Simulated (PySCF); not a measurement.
**CaH: changing the method**

What do other methods print for CaH?

Method: method and basis as typed in the scripts; program: PySCF 2.14.0.

2 further runs of the same task are left out: 2 that didn't finish.

### 1 Starting geometry

CaH: 2 atoms, charge 0, spin multiplicity 2.

Bond lengths: Ca1–H2 1.910 Å.

### 2 The run that the others are compared with

Input file input.py:

```python
from pyscf import gto, dft

mol = gto.M(
    atom='Ca 0 0 0; H 0 0 1.91',
    basis='6-311g**',
    charge=0,
    spin=1,
    symmetry=True,
    verbose=4,
)
mf = dft.UKS(mol, xc='camb3lyp')
mf.kernel()
mf.dip_moment()
print('orbital energies (hartree):', [e[max(0, n-3):n+3].round(4) for e, n in zip(mf.mo_energy, mol.nelec)])
```

Started as:

```sh
$ OMP_NUM_THREADS=1 python input.py
```

The log of this run is left out.

It gives: E(SCF) = -678.152862 Eh, 11 cycles, ⟨S²⟩ = 0.752, μ = 2.23 D.

The bond length is a typed value, not an optimised one.

### 3 TDA

Edit 1 changes step after the SCF: none → tda; number of roots: none → 5.

Input file input.py:

```python
from pyscf import gto, dft, tdscf

mol = gto.M(
    atom='Ca 0 0 0; H 0 0 1.91',
    basis='6-311g**',
    charge=0,
    spin=1,
    symmetry=True,
    verbose=4,
)
mf = dft.UKS(mol, xc='camb3lyp')
mf.kernel()
td = tdscf.TDA(mf)
td.nstates = 5
td.kernel()
td.analyze()
mf.dip_moment()
print('orbital energies (hartree):', [e[max(0, n-3):n+3].round(4) for e, n in zip(mf.mo_energy, mol.nelec)])
```

Started as:

```sh
$ OMP_NUM_THREADS=1 python input.py
```

### 4 Frequency run (UHF)

Edit 2 changes step after the SCF: none → frequency; SCF type: UKS → UHF; functional: camb3lyp → none (Hartree–Fock).

input.py, as its differences from that of step 2:

```diff
@@ -1,2 +1,3 @@
-from pyscf import gto, dft
+from pyscf import gto, scf
+from pyscf.hessian import thermo
 
@@ -10,4 +11,6 @@
 )
-mf = dft.UKS(mol, xc='camb3lyp')
+mf = scf.UHF(mol)
 mf.kernel()
+hess = mf.Hessian().kernel()
+print('wavenumber (cm^-1) =', thermo.harmonic_analysis(mol, hess)['freq_wavenumber'].round(1))
 mf.dip_moment()
```

### 5 Slater,

Edit 3 changes functional: camb3lyp → slater,.

input.py, as its differences from that of step 2:

```diff
@@ -10,3 +10,3 @@
 )
-mf = dft.UKS(mol, xc='camb3lyp')
+mf = dft.UKS(mol, xc='slater,')
 mf.kernel()
```

### 6 Stability test

Edit 4 changes step after the SCF: none → stability; point-group symmetry: on → off.

input.py, as its differences from that of step 2:

```diff
@@ -7,3 +7,2 @@
     spin=1,
-    symmetry=True,
     verbose=4,
@@ -12,2 +11,3 @@
 mf.kernel()
+mf.stability(internal=True, external=True)
 mf.dip_moment()
```

What does the calculation give? Wanted: for each run, E(SCF); from base; gap, α spin; SCF dipole; after the SCF.

As calculated:

| run | E(SCF) (hartree) | from base (eV) | cycles | gap, α spin (eV) | SCF dipole (D) | after the SCF |
| --- | --- | --- | --- | --- | --- | --- |
| base | -678.152862 | 0 | 11 | 4.57 | 2.23 | n/a |
| TDA | -678.152862 | 0.0000 | 11 | 4.57 | 2.23 | lowest root found 2.03 eV |
| frequency run (UHF) | -677.290803 | not comparable | 12 | 5.83 | 1.78 | highest mode 1620 cm⁻¹ |
| slater, (poor choice) | -674.646891 | not comparable | 10 | 1.69 | 1.85 | n/a |
| stability test | -678.152862 | 0.0000 | 11 | 4.57 | 2.23 | unstable: UHF/UKS -> GHF/GKS |

A lower total energy from another functional means nothing by itself. The dearest run is “TDA”, at 10 s against 2 s. Rows marked «poor choice» come from settings spoiled on purpose.
